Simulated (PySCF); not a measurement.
**C₃H₃NSSi: electronic excitations and core binding energies**

Aim: predict the electronic excitations and core binding energies of C₃H₃NSSi (`N#CC1=C[SiH2]S1`).

Computed with PySCF 2.14.0, with density-fitted response routines of our own, on a single molecule in the gas phase. Atoms are numbered from 0 throughout.

## (1) Starting geometry

9 atoms, charge 0, multiplicity 1; geometry from: GFN2-xTB.

Bonds of the start (Å): N0–C1 1.15, C1–C2 1.40, C2–C3 1.35, C3–Si4 1.87, Si4–S5 2.22, S5–C2 1.77, C3–H6 1.08, Si4–H7 1.45, Si4–H8 1.45.

## (2) Excited states and response: PBE0/def2-SVPD

Job settings and geometry (Å):

```
{"job": {"kind": "uv", "xc": "PBE0", "basis": "def2-SVPD", "nstates": 8, "ntriplets": 3}, "charge": 0, "multiplicity": 1}
N      3.322984    -0.145933     0.536520
C      2.188901    -0.035119     0.402453
C      0.803893     0.098572     0.236735
C     -0.064954    -0.737330    -0.376903
Si    -1.634883     0.249377    -0.099570
S     -0.073903     1.504417     0.866526
H      0.206522    -1.667122    -0.846597
H     -2.552456    -0.229267     0.918509
H     -2.182542     0.968397    -1.235613
```

Level: TDDFT PBE0/def2-SVPD, vertical, gas phase, core orbitals frozen in the response.

Launch:

```bash
OMP_NUM_THREADS=1 python probes_run.py task.json out
```

One launch serves the whole session: the jobs run in the order shown.

Standard output:

```text
coarse grid: 9432 points
cycle   1  E = -857.5803782655  dE =  8.799e-01  |g| = 4.277e-01  |ddm| = 5.137e+00
cycle   2  E = -857.4539540181  dE =  1.264e-01  |g| = 8.756e-01  |ddm| = 1.793e+00
cycle   3  E = -857.6258004306  dE = -1.718e-01  |g| = 1.298e-01  |ddm| = 1.139e+00
cycle   4  E = -857.6300907731  dE = -4.290e-03  |g| = 3.955e-02  |ddm| = 2.768e-01
cycle   5  E = -857.6304227865  dE = -3.320e-04  |g| = 1.741e-02  |ddm| = 8.470e-02
cycle   6  E = -857.6305142662  dE = -9.148e-05  |g| = 3.538e-03  |ddm| = 3.853e-02
cycle   7  E = -857.6305177934  dE = -3.527e-06  |g| = 6.142e-04  |ddm| = 9.565e-03
final grid: 84408 points
cycle   8  E = -857.7243150977  dE = -7.819e-06  |g| = 6.295e-03  |ddm| = 6.519e-02
cycle   9  E = -857.7243012501  dE =  1.385e-05  |g| = 9.165e-03  |ddm| = 2.995e-02
cycle  10  E = -857.7243260808  dE = -2.483e-05  |g| = 1.047e-03  |ddm| = 1.897e-02
cycle  11  E = -857.7243263970  dE = -3.162e-07  |g| = 3.349e-04  |ddm| = 2.846e-03
cycle  12  E = -857.7243264261  dE = -2.908e-08  |g| = 5.285e-05  |ddm| = 6.491e-04
cycle  13  E = -857.7243264264  dE = -2.583e-10  |g| = 4.437e-05  |ddm| = 1.400e-04
cycle  14  E = -857.7243264268  dE = -3.920e-10  |g| = 1.671e-05  |ddm| = 7.180e-05
converged SCF energy = -857.7243264268

Static polarisability (au): isotropic 84.017, principal 58.280 79.383 114.389

Singlet excitations
state   eV       nm        f      main configurations
  1   3.9201    316.3   0.03979   H->L 0.97
  2   4.4131    280.9   0.00587   H->L+1 0.99
  3   4.8198    257.2   0.00000   H->L+2 0.97
  4   5.4878    225.9   0.00016   H-1->L 0.99
  5   5.9618    208.0   0.00023   H-3->L 0.83
  6   6.0199    206.0   0.00242   H->L+3 0.91
  7   6.1610    201.2   0.15472   H-2->L 0.82
  8   6.4391    192.5   0.00946   H-4->L 0.90

Triplet excitations (Tamm-Dancoff, eV): 2.6492 4.1630 4.4192
```

Run time: 33 s. Hardware: 1 thread of Arm Neoverse N1, shared host; peak memory 0.67 GiB.

Frontier orbitals and where they lie:

```csv
orbital,eV,atoms
HOMO−3,-9.93,"N0 40 %, C1 29 %, S5 15 %"
HOMO−2,-9.27,"N0 25 %, C1 17 %, C2 16 %"
HOMO−1,-9.16,"S5 57 %, Si4 17 %, C3 14 %"
HOMO,-7.04,"S5 55 %, C3 21 %, C2 14 %"
LUMO,-2.22,"C3 26 %, C2 25 %, N0 16 %"
LUMO+1,-1.33,"Si4 41 %, S5 17 %, H8 10 %"
LUMO+2,-0.68,"S5 45 %, Si4 19 %, C2 10 %"
```

With each of the 8 states as a Gaussian band of 0.4 eV half-width at 1/e, the curve within the window shown has maxima at 315 nm (ε 1,700), 201 nm (ε 6,600) L/(mol cm). Beyond the last state computed it falls off for lack of states. The curve at chosen wavelengths:

```
 nm  ε (L/mol/cm)
184           998
192          4020
199          6448
207          5438
214          2814
222           834
229           211
237            39
244            22
252            52
260           126
267           231
275           409
282           626
290           942
297          1241
305          1524
313          1660
320          1629
328          1445
335          1204
343           905
350           663
358           439
365           292
373           175
```

Leading natural transition orbitals of singlet state 7: the hole lies on N0 33 %; C1, C2 about 15 % each; S5 12 %; the particle on C2, C3 about 24 % each; N0 19 %; C1 11 %.

Leading natural transition orbitals of singlet state 1: the hole lies on S5 72 %; C3 16 %; the particle on C2, C3 about 24 % each; N0 17 %; C1 11 %.

Further results of this job:

```csv
property,computed
dipole moment (D),5.06
polarisability (Å³),12.45
HOMO–LUMO gap (eV),4.82
−ε(HOMO) (eV),7.04
```

Orbitals, density, ELF and potential are computed afterwards from the orbital file.

Frontier orbitals at PBE0/def2-SVPD, with the share of their density that lies nearest to each atom:

```csv
orbital,energy (eV),lies on
HOMO,-7.04,S5 61 %; C3 23 %; C2 7 %
LUMO,-2.22,"C2, C3 about 25 % each; N0 17 %; C1 11 %"
```

ELF in a plane through or near 7 of the atoms.

Ten even steps from '0' (0.00) to '9' (1.00):
```
0000000000000000000000000000
0000000000000000000000000000
0000000000002331000000000000
0000000000036875200000000000
0000000000048987410000000000
0000000100047425620000000000
0000233320026263751000000000
0014676564137417972100000000
0058994862855846210221000000
0058976717938423246241000000
0047995863845858083231000000
0015786675337229811221000000
0000233320016647751000000000
0000000100059995310000000000
0000000000089993000000000000
0000000000079982000000000000
0000000000016730000000000000
0000000000000000000000000000
0000000000000000000000000000
0000000000000000000000000000
```
The map spans 11.9 Å across and 9.0 Å up, centred on the molecule. Atoms in the plane (x, y in Å): N0 (-3.4, 0.2), C1 (-2.2, 0.2), C2 (-0.8, 0.2), C3 (0.0, -0.9), Si4 (1.7, 0.1), S5 (0.1, 1.7), H6 (-0.3, -1.9).

log10 of the density (e/Å³) in the same plane.

Ten even steps from ' ' (-4.0) to '@' (1.9):
```
                                                        
                      ....::::::..                      
                    ..::--------::::                    
                ....::--==++++====--::..                
          ......::::--==++****++++==--::..              
      ..::::----------++****##**++==--::::..            
    ..::--============++**##@@##**++==----::..          
  ..::--==++++++++++++++****##****++++==----::..        
  ::--==**########******##************++====--::        
  ::--==**##@@####@@####@@##****##@@%%**++==--::..      
  ::--==++**######******####******%%##++++==--::..      
  ..::--==++******++++****####******++++==--::..        
    ..::--============++**####**++++====--::::..        
      ..::::----------==**##**++====----::::..          
          ........::--==++**++==----::::....            
                  ..::--==++==--::::....                
                    ..::------::....                    
                      ..........                        
                                                        
                                                        
```
The map spans 11.9 Å across and 9.0 Å up, centred on the molecule. Atoms in the plane (x, y in Å): N0 (-3.4, 0.2), C1 (-2.2, 0.2), C2 (-0.8, 0.2), C3 (0.0, -0.9), Si4 (1.7, 0.1), S5 (0.1, 1.7), H6 (-0.3, -1.9).

On the surface of density 0.002 e/bohr³ the electrostatic potential runs, from the 1st to the 99th percentile, from -1.61 V near N0 to 2.36 V near Si4.

## (3) X-ray photoelectron lines: SCAN, X2C

Same as in step 2 but for these lines:

```diff
@@ -1,2 +1,2 @@
-{"job": {"kind": "uv", "xc": "PBE0", "basis": "def2-SVPD", "nstates": 8, "ntriplets": 3}, "charge": 0, "multiplicity": 1}
+{"job": {"kind": "xps"}, "charge": 0, "multiplicity": 1}
 N      3.322984    -0.145933     0.536520
```

With the program's defaults for keys left out, this is: delta-SCF UKS SCAN, pcX-2 on the ionised atom, pcseg-1 elsewhere, spin-free X2C.

Standard output:

```text
ground state, core basis on atom 0 (N), 138 functions
  cycle   1  E = -859.95469424  |g| = 4.68e-01
  cycle   2  E = -859.77953726  |g| = 9.80e-01
  cycle   3  E = -859.99391720  |g| = 2.77e-01
  cycle   4  E = -860.01211301  |g| = 5.82e-02
  cycle   5  E = -860.01262905  |g| = 4.05e-02
  cycle   6  E = -860.01312585  |g| = 1.21e-02
  cycle   7  E = -860.01317092  |g| = 2.70e-03
  cycle   8  E = -860.01317266  |g| = 1.26e-03
  cycle   9  E = -860.01317384  |g| = 4.08e-04
  E(ground) = -860.06490340 Eh
hole in N 1s of atom 0
  cycle   1  E = -844.40644043  |g| = 1.84e+00
  cycle   2  E = -841.21512117  |g| = 2.71e+00
  cycle   3  E = -844.60035923  |g| = 8.75e-01
  cycle   4  E = -844.90264940  |g| = 6.38e-01
  cycle   5  E = -844.94481091  |g| = 5.19e-01
  cycle   6  E = -845.09181268  |g| = 2.32e-01
  cycle   7  E = -845.12309847  |g| = 7.26e-02
  cycle   8  E = -845.12599733  |g| = 2.41e-02
  cycle   9  E = -845.12657249  |g| = 1.11e-02
  cycle  10  E = -845.12684862  |g| = 9.05e-03
  cycle  11  E = -845.12708604  |g| = 8.12e-03
  cycle  12  E = -845.12747065  |g| = 5.75e-03
  cycle  13  E = -845.12749677  |g| = 3.02e-03
  cycle  14  E = -845.12753853  |g| = 3.17e-03
  cycle  15  E = -845.12755059  |g| = 9.47e-04
  cycle  16  E = -845.12755027  |g| = 3.96e-04
  E(ion) = -845.17962946 Eh   <S^2> = 0.9648   hole on atom = 1.000   binding energy = 405.049 eV
ground state, core basis on atom 1 (C), 138 functions
  cycle   1  E = -860.00351293  |g| = 5.84e-02
  cycle   2  E = -860.00309203  |g| = 4.60e-02
  cycle   3  E = -860.00258921  |g| = 6.45e-02
  cycle   4  E = -860.00356484  |g| = 1.08e-02
  cycle   5  E = -860.00359550  |g| = 1.14e-03
  cycle   6  E = -860.00359420  |g| = 5.09e-04
  cycle   7  E = -860.00359726  |g| = 2.59e-04
  E(ground) = -860.05908119 Eh
hole in C 1s of atom 1
  cycle   1  E = -848.70603824  |g| = 1.51e+00
  cycle   2  E = -843.18154567  |g| = 2.93e+00
  cycle   3  E = -844.25323384  |g| = 2.01e+00
  cycle   4  E = -848.91215312  |g| = 8.56e-01
  cycle   5  E = -848.79995760  |g| = 7.74e-01
  cycle   6  E = -849.11949236  |g| = 4.46e-01
  cycle   7  E = -849.24281382  |g| = 1.64e-01
  cycle   8  E = -849.25541069  |g| = 8.90e-02
  cycle   9  E = -849.25899946  |g| = 4.25e-02
  cycle  10  E = -849.25989431  |g| = 1.45e-02
  cycle  11  E = -849.26007780  |g| = 5.97e-03
  cycle  12  E = -849.26017871  |g| = 5.07e-03
  cycle  13  E = -849.26020899  |g| = 5.22e-03
  cycle  14  E = -849.26010519  |g| = 4.20e-03
  cycle  15  E = -849.26004120  |g| = 2.70e-03
  cycle  16  E = -849.26004320  |g| = 1.64e-03
  cycle  17  E = -849.26004357  |g| = 1.82e-03
  cycle  18  E = -849.26004590  |g| = 7.39e-04
  cycle  19  E = -849.26004631  |g| = 2.25e-04
  E(ion) = -849.31414597 Eh   <S^2> = 0.8137   hole on atom = 1.000   binding energy = 292.385 eV
ground state, core basis on atom 2 (C), 138 functions
  cycle   1  E = -860.00235832  |g| = 6.26e-02
  cycle   2  E = -860.00101457  |g| = 7.98e-02
  cycle   3  E = -860.00168410  |g| = 5.97e-02
  cycle   4  E = -860.00254039  |g| = 7.26e-03
  cycle   5  E = -860.00255454  |g| = 2.09e-03
  cycle   6  E = -860.00255511  |g| = 5.70e-04
  cycle   7  E = -860.00255497  |g| = 2.45e-04
  E(ground) = -860.05596168 Eh
hole in C 1s of atom 2
  cycle   1  E = -848.65563899  |g| = 1.52e+00
  cycle   2  E = -846.54414209  |g| = 2.57e+00
  cycle   3  E = -848.87966500  |g| = 8.47e-01
  cycle   4  E = -848.89132052  |g| = 7.95e-01
  cycle   5  E = -849.21306701  |g| = 2.35e-01
  cycle   6  E = -849.23093898  |g| = 1.65e-01
  cycle   7  E = -849.24659085  |g| = 5.01e-02
  cycle   8  E = -849.24874390  |g| = 1.63e-02
  cycle   9  E = -849.24926207  |g| = 1.12e-02
  cycle  10  E = -849.24970696  |g| = 9.86e-03
  cycle  11  E = -849.25006092  |g| = 5.86e-03
  cycle  12  E = -849.25012538  |g| = 2.80e-03
  cycle  13  E = -849.25014978  |g| = 1.52e-03
  cycle  14  E = -849.25015219  |g| = 6.89e-04
  cycle  15  E = -849.25015338  |g| = 3.80e-04
  E(ion) = -849.30319168 Eh   <S^2> = 0.9506   hole on atom = 1.000   binding energy = 292.598 eV
ground state, core basis on atom 3 (C), 138 functions
  cycle   1  E = -860.00095270  |g| = 5.99e-02
  cycle   2  E = -860.00038756  |g| = 5.11e-02
  cycle   3  E = -860.00027884  |g| = 5.28e-02
  cycle   4  E = -860.00106283  |g| = 9.36e-03
  cycle   5  E = -860.00109489  |g| = 1.95e-03
  cycle   6  E = -860.00109423  |g| = 8.80e-04
  cycle   7  E = -860.00109681  |g| = 2.65e-04
  E(ground) = -860.05445726 Eh
hole in C 1s of atom 3
  cycle   1  E = -848.72229020  |g| = 1.52e+00
  cycle   2  E = -847.25785367  |g| = 2.19e+00
  cycle   3  E = -849.03345275  |g| = 7.17e-01
  cycle   4  E = -849.08973722  |g| = 6.81e-01
  cycle   5  E = -849.30314338  |g| = 2.27e-01
  cycle   6  E = -849.32210633  |g| = 1.14e-01
  cycle   7  E = -849.32998549  |g| = 2.79e-02
  cycle   8  E = -849.33045504  |g| = 9.19e-03
  cycle   9  E = -849.33052305  |g| = 4.09e-03
  cycle  10  E = -849.33053754  |g| = 2.01e-03
  cycle  11  E = -849.33054436  |g| = 1.12e-03
  cycle  12  E = -849.33054787  |g| = 5.35e-04
  cycle  13  E = -849.33054893  |g| = 1.99e-04
  E(ion) = -849.38355573 Eh   <S^2> = 0.7899   hole on atom = 1.000   binding energy = 290.370 eV
ground state, core basis on atom 4 (Si), 149 functions
  cycle   1  E = -860.09385096  |g| = 2.87e-01
  cycle   2  E = -860.09309438  |g| = 6.37e-02
  cycle   3  E = -860.08784579  |g| = 1.43e-01
  cycle   4  E = -860.09401663  |g| = 2.04e-02
  cycle   5  E = -860.09409040  |g| = 1.06e-02
  cycle   6  E = -860.09411673  |g| = 2.16e-03
  cycle   7  E = -860.09411800  |g| = 4.86e-04
  E(ground) = -860.10587196 Eh
hole in Si 1s of atom 4
  cycle   1  E = -791.11509360  |g| = 4.35e+00
  cycle   2  E = -789.19514586  |g| = 2.78e+00
  cycle   3  E = -781.20814862  |g| = 3.25e+00
  cycle   4  E = -792.03317644  |g| = 5.11e-01
  cycle   5  E = -791.90704658  |g| = 7.19e-01
  cycle   6  E = -792.15149148  |g| = 2.52e-01
  cycle   7  E = -792.17676006  |g| = 1.01e-01
  cycle   8  E = -792.18199344  |g| = 2.40e-02
  cycle   9  E = -792.18221184  |g| = 1.40e-02
  cycle  10  E = -792.18234052  |g| = 3.99e-03
  cycle  11  E = -792.18235069  |g| = 1.03e-03
  cycle  12  E = -792.18235051  |g| = 4.79e-04
  E(ion) = -792.20255308 Eh   <S^2> = 0.7531   hole on atom = 1.000   binding energy = 1847.743 eV
hole in Si 2p of atom 4
  cycle   1  E = -855.77288762  |g| = 1.24e+00
  cycle   2  E = -854.08842033  |g| = 1.91e+00
  cycle   3  E = -855.46882094  |g| = 9.68e-01
  cycle   4  E = -856.01269331  |g| = 4.20e-01
  cycle   5  E = -856.05412414  |g| = 3.05e-01
  cycle   6  E = -856.09644433  |g| = 1.33e-01
  cycle   7  E = -856.10460532  |g| = 3.17e-02
  cycle   8  E = -856.10509709  |g| = 1.54e-02
  cycle   9  E = -856.10523475  |g| = 3.73e-03
  cycle  10  E = -856.10524396  |g| = 1.15e-03
  cycle  11  E = -856.10524460  |g| = 3.60e-04
  E(ion) = -856.12866737 Eh   <S^2> = 0.7545   hole on atom = 1.002   binding energy = 108.225 eV
  2p3/2 = 107.960 eV   2p1/2 = 108.586 eV
ground state, core basis on atom 5 (S), 149 functions
  cycle   1  E = -860.14648178  |g| = 4.06e-01
  cycle   2  E = -860.14585138  |g| = 6.34e-02
  cycle   3  E = -860.14230708  |g| = 1.27e-01
  cycle   4  E = -860.14678689  |g| = 3.37e-02
  cycle   5  E = -860.14706226  |g| = 1.05e-02
  cycle   6  E = -860.14708298  |g| = 3.67e-03
  cycle   7  E = -860.14708608  |g| = 1.12e-03
  cycle   8  E = -860.14708840  |g| = 2.18e-04
  E(ground) = -860.18592376 Eh
hole in S 1s of atom 5
  cycle   1  E = -767.89281116  |g| = 5.08e+00
  cycle   2  E = -767.27449747  |g| = 2.53e+00
  cycle   3  E = -762.90895294  |g| = 2.87e+00
  cycle   4  E = -769.08520118  |g| = 2.69e-01
  cycle   5  E = -769.00352099  |g| = 4.70e-01
  cycle   6  E = -769.11921694  |g| = 7.93e-02
  cycle   7  E = -769.12118293  |g| = 3.56e-02
  cycle   8  E = -769.12157256  |g| = 2.37e-02
  cycle   9  E = -769.12186079  |g| = 3.57e-03
  cycle  10  E = -769.12186850  |g| = 1.62e-03
  cycle  11  E = -769.12187036  |g| = 5.07e-04
  cycle  12  E = -769.12186998  |g| = 2.10e-04
  E(ion) = -769.15182540 Eh   <S^2> = 0.7516   hole on atom = 1.000   binding energy = 2477.164 eV
hole in S 2p of atom 5
  cycle   1  E = -853.45282279  |g| = 1.53e+00
  cycle   2  E = -852.74026982  |g| = 1.66e+00
  cycle   3  E = -853.53006318  |g| = 8.47e-01
  cycle   4  E = -853.82322627  |g| = 4.32e-01
  cycle   5  E = -853.88806431  |g| = 1.91e-01
  cycle   6  E = -853.90114339  |g| = 1.00e-01
  cycle   7  E = -853.90684650  |g| = 2.34e-02
  cycle   8  E = -853.90711195  |g| = 1.09e-02
  cycle   9  E = -853.90717769  |g| = 2.64e-03
  cycle  10  E = -853.90718408  |g| = 1.40e-03
  cycle  11  E = -853.90718676  |g| = 1.07e-03
  cycle  12  E = -853.90719098  |g| = 9.61e-04
  cycle  13  E = -853.90719688  |g| = 9.28e-04
  cycle  14  E = -853.90720431  |g| = 8.67e-04
  cycle  15  E = -853.90722696  |g| = 7.96e-04
  cycle  16  E = -853.90722413  |g| = 5.40e-04
  cycle  17  E = -853.90722831  |g| = 9.98e-04
  cycle  18  E = -853.90722978  |g| = 4.39e-04
  E(ion) = -853.95260950 Eh   <S^2> = 0.7632   hole on atom = 1.001   binding energy = 169.617 eV
  2p3/2 = 169.365 eV   2p1/2 = 170.613 eV
```

Run time: 1.7 min. Hardware: 1 thread of Arm Neoverse N1, shared host; peak memory 0.42 GiB.

The holes in one table. −ε is the ground-state orbital energy:

```csv
hole,stands for,environment,ΔSCF (eV; 2p as the shell's mean),−ε (eV),⟨S²⟩
N1s on N0,N0,nitrile nitrogen,405.05 (doubtful),386.5,0.965
C1s on C1,C1,nitrile carbon,292.38,275.0,0.814
C1s on C2,C2,fully substituted alkene carbon,292.60 (doubtful),276.4,0.951
C1s on C3,C3,alkene CH,290.37,274.6,0.790
Si1s on Si4,Si4,"silicon bonded to C, S, 2 H, in a 4-membered ring",1847.74,1794.8,0.753
Si2p on Si4,Si4,"silicon bonded to C, S, 2 H, in a 4-membered ring",108.17,97.6,0.755
S1s on S5,S5,"sulfur bonded to C, Si, in a 4-membered ring",2477.16,2415.4,0.752
S2p on S5,S5,"sulfur bonded to C, Si, in a 4-membered ring",169.78,158.5,0.763
```

Doubtful: the ion did not converge, its hole moved, or its ⟨S²⟩ is well above 0.75.

With the spin-orbit splitting: Si4 2p3/2 107.96, 2p1/2 108.59 eV; S5 2p3/2 169.36, 2p1/2 170.61 eV. The table gives each 2p level as the mean over the whole 2p shell (two parts 2p3/2, one part 2p1/2), which differs a little from the single hole in the log.

## (4) Outcome

```
                                                    quantity                        value
                             lowest singlet (PBE0/def2-SVPD)  3.92 eV (316 nm), f = 0.040
                    brightest single state of those computed  state 7, 6.16 eV, f = 0.155
                                              lowest triplet                      2.65 eV
                       surface potential, 1st and 99th percentile           -1.61 V and 2.36 V
C1s binding energies, SCAN/pcX-2 (standing for 2 of 3 atoms)      C1 292.38, C3 290.37 eV
                           Si1s binding energies, SCAN/pcX-2               Si4 1847.74 eV
                           Si2p binding energies, SCAN/pcX-2                Si4 108.17 eV
                            S1s binding energies, SCAN/pcX-2                S5 2477.16 eV
                            S2p binding energies, SCAN/pcX-2                 S5 169.78 eV
```

What this shows: The lowest singlet, at 3.92 eV, is HOMO→LUMO 0.97 and is weak; of the 8 states computed, the strongest absorption comes from state 7 at 6.16 eV. The lowest triplet lies 1.27 eV below the lowest singlet (triplets in Tamm-Dancoff, singlets in full TDDFT). By nearest atom (PBE0/def2-SVPD), the HOMO sits on S5 61 %; C3 23 % and the LUMO on C2, C3 about 25 % each; N0 17 %. The C1s levels kept as sound span 2.01 eV, from C3 (alkene CH) up to C1 (nitrile carbon). Only 2 of the 3 C atoms are covered by sound results.
